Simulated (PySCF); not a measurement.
**One shape, several levels: GeTe (SMILES [Ge][Te])**

Wanted: a comparison of 5 runs (B3LYP/STO-3G, UMP2/STO-3G, BCCD(T)/STO-3G, CISD/STO-3G, FCI/STO-3G) of GeTe. 

The results are computed with PySCF 2.14.0.

15 further runs of the same task are left out: 8 that didn't finish, 7 set aside as unsound or not needed.

**1. Starting point**

GeTe: 2 atoms, total charge 0, spin state singlet. As SMILES, `[Ge][Te]`. The Ge1–Te2 distance was set to 2.808 Å, away from the relaxed value.

Bond lengths: Ge1–Te2 2.808 Å.

**2. A single-point energy at B3LYP/STO-3G (run 1)**

job.py

```python
from pyscf import gto, dft

mol = gto.M(
    atom='''
Ge     0.000000     0.000000    -0.468035
Te     0.000000     0.000000     2.340165
''',
    basis='sto-3g',
    max_memory=1860,
    charge=0,
    spin=0,
    verbose=3,
)

mf = dft.RKS(mol, xc='b3lyp')
mf.grids.level = 5
mf.conv_tol = 1e-10
mf.kernel()
if not mf.converged:
    mf = mf.newton().run(mf.mo_coeff, mf.mo_occ)

energy = mf.e_tot
print('E = %.10f Eh' % energy)
```

Command:

```console
$ OMP_NUM_THREADS=1 python job.py
```

Log:

```text
converged SCF energy = -8602.18675070338
E = -8602.1867507034 Eh
```

Wall time 5.4 s (1 thread of Arm Neoverse V1, shared host); peak memory 0.24 GiB.

**3. The energy at UMP2/STO-3G (run 2)**

start.xyz

```xyz
2

Ge     0.000000     0.000000    -0.468035
Te     0.000000     0.000000     2.340165
```

job.py

```python
from pyscf import gto, mp

molecule = gto.Mole()
molecule.atom = 'start.xyz'
molecule.basis = 'sto-3g'
molecule.max_memory = 1860
molecule.verbose = 4
molecule.build()

mf = molecule.UHF()
mf.conv_tol = 1e-10
mf.kernel()
if not mf.converged:
    mf = mf.newton().run(mf.mo_coeff, mf.mo_occ)
for _ in range(3):
    mo, _, stable, _ = mf.stability(return_status=True)
    if stable:
        break
    mf.kernel(mf.make_rdm1(mo, mf.mo_occ))

pt = mp.MP2(mf, frozen=27).run()
etot = pt.e_tot
print('Final energy', etot)
```

Command:

```console
$ OMP_NUM_THREADS=1 python job.py
```

Log:

```text
PySCF version 2.14.0

[INPUT] num. atoms = 2
[INPUT] num. electrons = 84
[INPUT] charge = 0
[INPUT] spin (= nelec alpha-beta = 2S) = 0
[INPUT] symmetry False subgroup None
[INPUT] Mole.unit = angstrom
[INPUT] Symbol           X                Y                Z      unit          X                Y                Z       unit  Magmom
[INPUT]  1 Ge     0.000000000000   0.000000000000  -0.468035000000 AA    0.000000000000   0.000000000000  -0.884457966711 Bohr   0.0
[INPUT]  2 Te     0.000000000000   0.000000000000   2.340165000000 AA    0.000000000000   0.000000000000   4.422270936293 Bohr   0.0

nuclear repulsion = 313.564161730247
number of shells = 19
number of NR pGTOs = 135
number of NR cGTOs = 45
basis = sto-3g
ecp = {}

[... 89 lines left out ...]
converged SCF energy = -8598.801844305  <S^2> = 2.9842795e-13  2S+1 = 1
[... 88 lines left out ...]
converged SCF energy = -8598.81858338588  <S^2> = 1.1902329  2S+1 = 2.4001941
[... 68 lines left out ...]
converged SCF energy = -8598.84248704388  <S^2> = 0.94758413  2S+1 = 2.1886837
[... 3 lines left out ...]
******** <class 'pyscf.mp.ump2.UMP2'> ********
nocc = (np.int64(15), np.int64(15)), nmo = (18, 18)
frozen orbitals 27
E(UMP2) = -8598.86835610605  E_corr = -0.0258690621777369
E(SCS-UMP2) = -8598.87019779275  E_corr = -0.0277107488705858
E_corr(same-spin) = -0.00384476047234445
E_corr(oppo-spin) = -0.0220243017053925
Final energy -8598.868356106053
```

It took 1.9 s on 1 thread of Arm Neoverse V1, shared host; peak memory 0.12 GiB.

Runs 3 to 4 aren't shown in full; the table further down has their settings and results.

**4. A single-point energy at FCI/STO-3G (run 5)**

calc.py

```python
from pyscf import gto, mcscf
from pyscf import fci

mol = gto.M(
    atom=[
    ('Ge', (0.000000, 0.000000, -0.468035)),
    ('Te', (0.000000, 0.000000, 2.340165)),
],
    max_memory=1860,
    verbose=3,
    basis='sto-3g',
    spin=0,
)

calc0 = mol.RHF()
calc0.conv_tol = 1e-10
calc0.kernel()
if not calc0.converged:
    calc0 = calc0.newton().run(calc0.mo_coeff, calc0.mo_occ)

cas = mcscf.CASCI(calc0, calc0.mo_coeff.shape[-1] - 27, (mol.nelec[0] - 27, mol.nelec[1] - 27))  # full CI above the frozen core
cas.fcisolver = fci.direct_spin0.FCI(mol)  # even spin states alone
cas.kernel()
print('<S^2> = %.4f' % cas.fcisolver.spin_square(cas.ci, cas.ncas, cas.nelecas)[0])
etot = cas.e_tot
print('E(%s) = %.9f' % ('FCI', etot))
```

Command:

```console
$ OMP_NUM_THREADS=1 python calc.py
```

Log:

```text
converged SCF energy = -8598.80184430502
CASCI E = -8598.91399928084  E(CI) = -228.437835081988  S^2 = 0.0000000
<S^2> = 0.0000
E(FCI) = -8598.913999281
```

Wall time 55 s (1 thread of Arm Neoverse V1, shared host); peak memory 0.27 GiB.

**5. All runs side by side**

```
run           level  integration grid  frozen core orbitals   energy (Eh)  dipole moment (D) of the reference  HOMO energy (eV)  LUMO energy (eV)  wall time
  1    B3LYP/STO-3G                 5                     –  -8602.186751                                3.73             -2.81             -0.28      5.4 s
  2     UMP2/STO-3G                 –                    27  -8598.868356                                3.16             -5.01              3.78      1.9 s
  3  BCCD(T)/STO-3G                 –                    27  -8598.912327                                   –                 –                 –      2.4 s
  4     CISD/STO-3G                 –                    27  -8598.892906                                5.70             -4.48              2.99      1.2 s
  5      FCI/STO-3G                 –                    27  -8598.913999                                5.70             -4.48              2.99       55 s
```

**6. Summary of results**

```
                                           quantity           value
                                run 5: total energy  -8598.91400 Eh
        run 5: dipole moment (Hartree–Fock density)          5.70 D
         run 5: HOMO energy (Hartree–Fock orbitals)        -4.48 eV
         run 5: LUMO energy (Hartree–Fock orbitals)         2.99 eV
       run 5: HOMO–LUMO gap (Hartree–Fock orbitals)         7.47 eV
run 5: correlation energy (27 core orbitals frozen)      -112.2 mEh
```

What this shows: Against full CI in this basis: UMP2 +45.6 mEh; BCCD(T) +1.7 mEh; CISD +21.1 mEh. In runs 1, 2, 3, 4, 5 the basis is minimal, so the values are rough. In runs 1, 2, 3, 4, 5 relativity is left out where basis or elements ask for it. Spin contamination of the reference: run 2 ⟨S²⟩ = 0.95. Where it is this large, the reference is a mixture of spin states, and values that rest on it are in doubt. All runs together took 66 s, the longest 55 s.
